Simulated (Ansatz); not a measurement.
# InP (database structure): how the settings move a single-point run

Aim: see which settings change the result for InP (database structure), by how much, and at what cost.

The COD entry's cell or inner coordinates are ideal or old and differ from later refinements, so a difference from it is no clean test against experiment.

Computed with Ansatz 0.2.0 (reference: DFT PBE, plane waves, PAW, scalar-relativistic, no spin polarisation, unless a step's input says otherwise).

## 1. The system as given

It takes space group F-43m (No. 216, cubic). The conventional cell has a = 5.929 Å, b = 5.929 Å, c = 5.929 Å, α = 90.00°, β = 90.00°, γ = 90.00°. Around P (site symmetry -43m) lie 4 In at 2.57 Å. In (site symmetry -43m) is surrounded by 4 P at 2.57 Å.

Structure file:

```
CELL_PARAMETERS angstrom
0.00000 2.96466 2.96466
2.96466 0.00000 2.96466
2.96466 2.96466 0.00000
ATOMIC_POSITIONS crystal
P 0.25000 0.25000 0.25000
In 0.00000 0.00000 0.00000
```

## 2. The reference run

Input file input.yaml:

```yaml
crystal:
  lattice:
    - [0.0, 2.964659, 2.964659]
    - [2.964659, 0.0, 2.964659]
    - [2.964659, 2.964659, 0.0]
  atoms:
    - { symbol: P, position: [0.25, 0.25, 0.25] }
    - { symbol: In, position: [0.0, 0.0, 0.0] }
  symmetry: { tolerance: 0.0003 }
kpoints:
  mp_grid: { grid: [5, 5, 5], shift: [0, 0, 0] }
magnetization:
  spin_polarized: false
scf:
  occupations: { method: fermi_dirac, width: 0.0429 }
hamiltonian:
  pseudopotentials: { kind: paw }
  xc: pbe
basis:
  ecutwfc: 420
output:
  forces: true
  stress: true
  eigenvalues: true
```

The run is started by

```
> ansatz run input.yaml --threads 1 --pin off --max-ram 2560MiB --backend cpu --events-out ev --progress --plain --runs-dir out
```

## 3. Changing settings: starting moments, mp_grid.shift [0.5, 0.5, 0.5], spin_polarized true

Input file input.yaml:

```yaml
crystal:
  lattice:
    - [0.0, 2.964659, 2.964659]
    - [2.964659, 0.0, 2.964659]
    - [2.964659, 2.964659, 0.0]
  atoms:
    - { symbol: P, position: [0.25, 0.25, 0.25], spin: 3.0 }
    - { symbol: In, position: [0.0, 0.0, 0.0], spin: 2.0 }
  symmetry: { tolerance: 0.0003 }
kpoints:
  mp_grid: { grid: [5, 5, 5], shift: [0.5, 0.5, 0.5] }
magnetization:
  spin_polarized: true
scf:
  occupations: { method: fermi_dirac, width: 0.0429 }
hamiltonian:
  pseudopotentials: { kind: paw }
  xc: pbe
basis:
  ecutwfc: 420
output:
  forces: true
  stress: true
  eigenvalues: true
```

## 4. Changed: xc r2scan

Changes to input.yaml since step 2:

```diff
@@ -17,3 +17,3 @@
   pseudopotentials: { kind: paw }
-  xc: pbe
+  xc: r2scan
 basis:
```

## 5. Variant: ecutwfc 550 eV

Changes to input.yaml since step 2:

```diff
@@ -19,3 +19,3 @@
 basis:
-  ecutwfc: 420
+  ecutwfc: "550 eV"
 output:
@@ -24 +24,5 @@
   eigenvalues: true
+  write_density: true
+  write_potential: true
+  elf: true
+  volumetric_format: npy
```

## 6. Changing settings: eigensolver.kind davidson

Changes to input.yaml since step 2:

```diff
@@ -15,2 +15,3 @@
   occupations: { method: fermi_dirac, width: 0.0429 }
+  eigensolver: { kind: davidson }
 hamiltonian:
```

**Question.** What will these runs give? Wanted: for each run, ending; energy change; pressure; gap; force.

The runs gave:

| run | ending | energy change | pressure (GPa) | gap (eV) | force (eV/Å) | cycles | time |
| --- | --- | --- | --- | --- | --- | --- | --- |
| reference | converged | 0 | 0.9 | 0.52 | 0.00 | 6 | 1.4 s |
| 1: starting moments, mp_grid.shift [0.5, 0.5, 0.5], spin_polarized true | converged | -17.6 meV/atom | 0.9 | 1.47 | 0.01 | 15 | 4.7 s |
| 2: xc r2scan | converged | not comparable | -0.7 | 0.96 | 0.00 | 6 | 2.5 s |
| 3: ecutwfc 550 eV | converged | -1.1 meV/atom | 0.9 | 0.52 | 0.00 | 6 | 1.6 s |
| 4: eigensolver.kind davidson | converged | 0.0 meV/atom | 0.9 | 0.52 | 0.00 | 6 | 1.6 s |

Times don't compare one to one where runs were asked for different outputs or read a saved state (see the inputs); cycles may leave out searches for a lower state.

Residual by cycle in the longest SCF loop of each run; runs are numbered as in the table. The quantity is the density residual dr2, in eV.

```
cycle  reference    run 1    run 2    run 3    run 4
    1      0.002     1.16   0.0176  0.00197  0.00177
    2     4.4e-4     0.23  0.00212   4.3e-4   1.1e-4
    4     6.5e-6   7.2e-4   7.4e-5   6.3e-6   2.8e-6
    5     5.5e-7   1.6e-4   3.1e-6   6.6e-7   1.8e-7
    6     2.1e-8   3.1e-5   6.6e-8   1.8e-8   2.2e-8
    7          -   1.5e-5        -        -        -
    9          -   7.6e-7        -        -        -
   10          -   8.0e-7        -        -        -
   11          -   3.6e-6        -        -        -
   12          -   1.2e-8        -        -        -
   14          -  5.7e-12        -        -        -
   15          -  1.8e-13        -        -        -
```

Of the converged runs whose energies compare with the reference's, «starting moments, mp_grid.shift [0.5, 0.5, 0.5], spin_polarized true» moves the energy most (-17.6 meV/atom) and «eigensolver.kind davidson» least (0.0 meV/atom). Run 2 ran under the cutoff that the potentials recommend, as the log warns, so basis error is mixed into its values.
